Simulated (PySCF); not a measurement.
**Cr³⁺: ionisation energy in aug-cc-pwCVTZ-DK**

Aim: the ionisation energy of chromium from differences of total energies, at each level of theory, and how far each lands from the tabulated value where there is one.

Method: unrestricted determinants in a Gaussian basis, no spin-orbit coupling in the energies. Code: PySCF 2.14.0.

### 1 Starting point

| Item | Value |
| --- | --- |
| Element | chromium (Z = 24) |
| Basis | aug-cc-pwCVTZ-DK |
| Hamiltonian | the spin-free X2C one-electron Hamiltonian (Gaussian nucleus) |
| State 1 | Cr³⁺: [Ar] 3d3, high-spin 4F determinant |
| Needed too, but not shown | Cr²⁺ [Ar] 3d4 (5D) |
| Methods | UHF, LDA, PBE, PBE0, r2SCAN, M06-2X, TPSS, LC-wPBE, MP2 |
| Core shells frozen in the correlated runs | valence: [Ar]; valence and next inner shell: [Ne]; all electrons: nothing (for Cr³⁺) |

Outer shells as boxes (Hund's rule):

Cr3+ [Ar] 3d3
```
[Ar] core
3d [↑ ][↑ ][↑ ][  ][  ]
```

One driver process ran all states and methods and kept the integrals in memory. Each run is shown as a PySCF script that sums up its settings (the driver passes frozen orbitals as a list and adds second-order terms of double hybrids); the logs are those of the runs themselves. The driver starts from symmetry-adapted Hartree-Fock orbitals, holds the occupation by maximum overlap and uses a logarithmic radial grid for functionals, so a plain start would take other cycles.

The integrals over 127 functions and the set-up took 4.7 s of CPU time.

### 2 Cr³⁺: the ladder of methods

Level: UHF.

The input, input.py:

```python
from pyscf import gto, scf, dft, mp, cc
import basis_set_exchange as bse
mol = gto.M(atom="Cr 0 0 0", charge=3, spin=3, symmetry="D2h",
            basis=gto.basis.parse(bse.get_basis("aug-cc-pwCVTZ-DK", elements=["Cr"], fmt="nwchem")),
            nucmod="G")
mf = scf.UHF(mol).sfx2c1e()
mf.irrep_nelec = {'Ag': (3, 3), 'B1g': (1, 0), 'B2g': (1, 0), 'B3g': (1, 0), 'B1u': (2, 2), 'B2u': (2, 2), 'B3u': (2, 2)}
mf.kernel()
```

Level: LDA.

Changes to input.py:

```diff
@@ -5,3 +5,3 @@
             nucmod="G")
-mf = scf.UHF(mol).sfx2c1e()
+mf = dft.UKS(mol, xc="LDA,VWN").sfx2c1e()
 mf.irrep_nelec = {'Ag': (3, 3), 'B1g': (1, 0), 'B2g': (1, 0), 'B3g': (1, 0), 'B1u': (2, 2), 'B2u': (2, 2), 'B3u': (2, 2)}
```

Level: PBE.

Changes to input.py:

```diff
@@ -5,3 +5,3 @@
             nucmod="G")
-mf = dft.UKS(mol, xc="LDA,VWN").sfx2c1e()
+mf = dft.UKS(mol, xc="PBE").sfx2c1e()
 mf.irrep_nelec = {'Ag': (3, 3), 'B1g': (1, 0), 'B2g': (1, 0), 'B3g': (1, 0), 'B1u': (2, 2), 'B2u': (2, 2), 'B3u': (2, 2)}
```

Level: PBE0.

Changes to input.py:

```diff
@@ -5,3 +5,3 @@
             nucmod="G")
-mf = dft.UKS(mol, xc="PBE").sfx2c1e()
+mf = dft.UKS(mol, xc="PBE0").sfx2c1e()
 mf.irrep_nelec = {'Ag': (3, 3), 'B1g': (1, 0), 'B2g': (1, 0), 'B3g': (1, 0), 'B1u': (2, 2), 'B2u': (2, 2), 'B3u': (2, 2)}
```

Level: r2SCAN.

Changes to input.py:

```diff
@@ -5,3 +5,3 @@
             nucmod="G")
-mf = dft.UKS(mol, xc="PBE0").sfx2c1e()
+mf = dft.UKS(mol, xc="R2SCAN").sfx2c1e()
 mf.irrep_nelec = {'Ag': (3, 3), 'B1g': (1, 0), 'B2g': (1, 0), 'B3g': (1, 0), 'B1u': (2, 2), 'B2u': (2, 2), 'B3u': (2, 2)}
```

Level: M06-2X.

Changes to input.py:

```diff
@@ -5,3 +5,3 @@
             nucmod="G")
-mf = dft.UKS(mol, xc="R2SCAN").sfx2c1e()
+mf = dft.UKS(mol, xc="M062X").sfx2c1e()
 mf.irrep_nelec = {'Ag': (3, 3), 'B1g': (1, 0), 'B2g': (1, 0), 'B3g': (1, 0), 'B1u': (2, 2), 'B2u': (2, 2), 'B3u': (2, 2)}
```

Level: TPSS.

Changes to input.py:

```diff
@@ -5,3 +5,3 @@
             nucmod="G")
-mf = dft.UKS(mol, xc="M062X").sfx2c1e()
+mf = dft.UKS(mol, xc="TPSS").sfx2c1e()
 mf.irrep_nelec = {'Ag': (3, 3), 'B1g': (1, 0), 'B2g': (1, 0), 'B3g': (1, 0), 'B1u': (2, 2), 'B2u': (2, 2), 'B3u': (2, 2)}
```

Level: LC-wPBE.

Changes to input.py:

```diff
@@ -5,3 +5,3 @@
             nucmod="G")
-mf = dft.UKS(mol, xc="TPSS").sfx2c1e()
+mf = dft.UKS(mol, xc="LC_WPBE").sfx2c1e()
 mf.irrep_nelec = {'Ag': (3, 3), 'B1g': (1, 0), 'B2g': (1, 0), 'B3g': (1, 0), 'B1u': (2, 2), 'B2u': (2, 2), 'B3u': (2, 2)}
```

Level: MP2 (valence).

Changes to input.py:

```diff
@@ -5,4 +5,5 @@
             nucmod="G")
-mf = dft.UKS(mol, xc="LC_WPBE").sfx2c1e()
+mf = scf.UHF(mol).sfx2c1e()
 mf.irrep_nelec = {'Ag': (3, 3), 'B1g': (1, 0), 'B2g': (1, 0), 'B3g': (1, 0), 'B1u': (2, 2), 'B2u': (2, 2), 'B3u': (2, 2)}
 mf.kernel()
+mp.UMP2(mf, frozen=9).kernel()
```

### 3 Cr³⁺, continued

Level: MP2 (valence and next inner shell).

input.py, as its differences from that of step 2:

```diff
@@ -8,2 +8,2 @@
 mf.kernel()
-mp.UMP2(mf, frozen=9).kernel()
+mp.UMP2(mf, frozen=5).kernel()
```

Level: MP2 (all electrons).

Changes to input.py:

```diff
@@ -8,2 +8,2 @@
 mf.kernel()
-mp.UMP2(mf, frozen=5).kernel()
+mp.UMP2(mf, frozen=0).kernel()
```

**Question.** What will these runs give?

**Answer**, as computed:

| quantity | value |
| --- | --- |
| ionisation energy, Cr²⁺ | UHF 29.671, MP2 (all electrons) 31.163 eV; reference 30.959 ± 0.025 |

Accuracy by level (over 1 difference):

| method | mean absolute miss against the measured value (with the measured fine structure taken into account where it is known) (eV) |
| --- | --- |
| UHF | 1.315 |
| LDA | 0.949 |
| PBE | 0.521 |
| PBE0 | 0.315 |
| r2SCAN | 0.067 |
| M06-2X | 0.102 |
| TPSS | 0.159 |
| LC-wPBE | 0.434 |
| MP2 (valence) | 0.619 |
| SCS-MP2 (valence) | 1.083 |
| MP2 (valence and next inner shell) | 0.141 |
| SCS-MP2 (valence and next inner shell) | 0.338 |
| MP2 (all electrons) | 0.177 |
| SCS-MP2 (all electrons) | 0.313 |

**Reading.** r2SCAN lands nearest to the measured value (off by 0.07 eV); UHF misses by most (1.31 eV). Hartree-Fock falls short because the species with more electrons holds more correlation energy, which it lacks. PBE is off by +0.52 eV. All values hold for this basis alone; no basis-set limit was taken.
